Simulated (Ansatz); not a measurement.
# Bi2S3 (Bismuthinite): the cost of one run

Computed with Ansatz 0.2.0 (DFT PBE, scalar-relativistic, plane waves, PAW, unless a step's input says otherwise).

## (1) The system as given

The structure is orthorhombic, space group Pnma (No. 62). The conventional cell has a = 11.838 Å, b = 4.019 Å, c = 11.190 Å, α = 90.00°, β = 90.00°, γ = 90.00°. Bi (site symmetry m) is surrounded by 6 S at 2.69 to 3.09 Å. Bi (site symmetry m) is surrounded by 5 S at 2.62 to 2.99 Å. S (site symmetry m) has 3 Bi at 2.71 to 2.76 Å as nearest neighbours. S (site symmetry m) is surrounded by 5 Bi at 2.62 to 3.09 Å. Around S (site symmetry m) lie 3 Bi at 2.69 to 3.05 Å.

Coordinates:

```
Bi S
1.0
    11.83831    0.00000    0.00000
     0.00000    4.01918    0.00000
     0.00000    0.00000   11.19044
Bi S
8 12
Direct
  0.47906 0.25000 0.32692
  0.02094 0.75000 0.82692
  0.97906 0.25000 0.17308
  0.52094 0.75000 0.67308
  0.34567 0.75000 0.03235
  0.15433 0.25000 0.53235
  0.84567 0.75000 0.46765
  0.65433 0.25000 0.96765
  0.29000 0.25000 0.19024
  0.21000 0.75000 0.69024
  0.79000 0.25000 0.30976
  0.71000 0.75000 0.80976
  0.54680 0.75000 0.12990
  0.95320 0.25000 0.62990
  0.04680 0.75000 0.37010
  0.45320 0.25000 0.87010
  0.37763 0.75000 0.44605
  0.12237 0.25000 0.94605
  0.87763 0.75000 0.05395
  0.62237 0.25000 0.55395
```

This cell was relaxed beforehand with the same method: volume 26.62 Å³/atom, gap on the mesh 1.38 eV.

## (2) Optical spectrum

Contents of input.yaml:

```yaml
crystal:
  lattice:
    - [11.8383111393, 0.0, 0.0]
    - [0.0, 4.0191801529, 0.0]
    - [0.0, 0.0, 11.1904437487]
  atoms:
    - { symbol: Bi, position: [0.4790570474, 0.25, 0.3269185055] }
    - { symbol: Bi, position: [0.0209429526, 0.75, 0.8269185055] }
    - { symbol: Bi, position: [0.9790570474, 0.25, 0.1730814945] }
    - { symbol: Bi, position: [0.5209429526, 0.75, 0.6730814945] }
    - { symbol: Bi, position: [0.3456712424, 0.75, 0.0323537622] }
    - { symbol: Bi, position: [0.1543287576, 0.25, 0.5323537622] }
    - { symbol: Bi, position: [0.8456712424, 0.75, 0.4676462378] }
    - { symbol: Bi, position: [0.6543287576, 0.25, 0.9676462378] }
    - { symbol: S, position: [0.2900029979, 0.25, 0.1902382953] }
    - { symbol: S, position: [0.2099970021, 0.75, 0.6902382953] }
    - { symbol: S, position: [0.7900029979, 0.25, 0.3097617047] }
    - { symbol: S, position: [0.7099970021, 0.75, 0.8097617047] }
    - { symbol: S, position: [0.54680401, 0.75, 0.1298967573] }
    - { symbol: S, position: [0.95319599, 0.25, 0.6298967573] }
    - { symbol: S, position: [0.04680401, 0.75, 0.3701032427] }
    - { symbol: S, position: [0.45319599, 0.25, 0.8701032427] }
    - { symbol: S, position: [0.3776326167, 0.75, 0.4460473027] }
    - { symbol: S, position: [0.1223673833, 0.25, 0.9460473027] }
    - { symbol: S, position: [0.8776326167, 0.75, 0.0539526973] }
    - { symbol: S, position: [0.6223673833, 0.25, 0.5539526973] }
basis:
  ecutwfc: 420
kpoints:
  mp_grid: { grid: [4, 8, 4] }
hamiltonian:
  xc: pbe
scf:
  occupations: { method: gaussian, width: 0.02 }
  n_extra_bands: 80
output:
  forces: false
  stress: false
  eigenvalues: true
  optics: { e_range: [0, 14], sigma: 0.1, nscf_kmesh: { grid: [6, 12, 6] } }
checkpoint:
  read: start.run
  write: ck
  compress: false
  write_wavefunctions: false
  write_every: 100000
```

The run is started by

```bash
> ansatz run input.yaml --threads 8 --pin off --max-ram 22528MiB --backend cpu --events-out ev --progress --plain --runs-dir out
```

Q: Estimate wall time and peak memory on 8 threads of Arm Neoverse V2, shared host.

About 14 min, with a peak of 9.9 GiB.
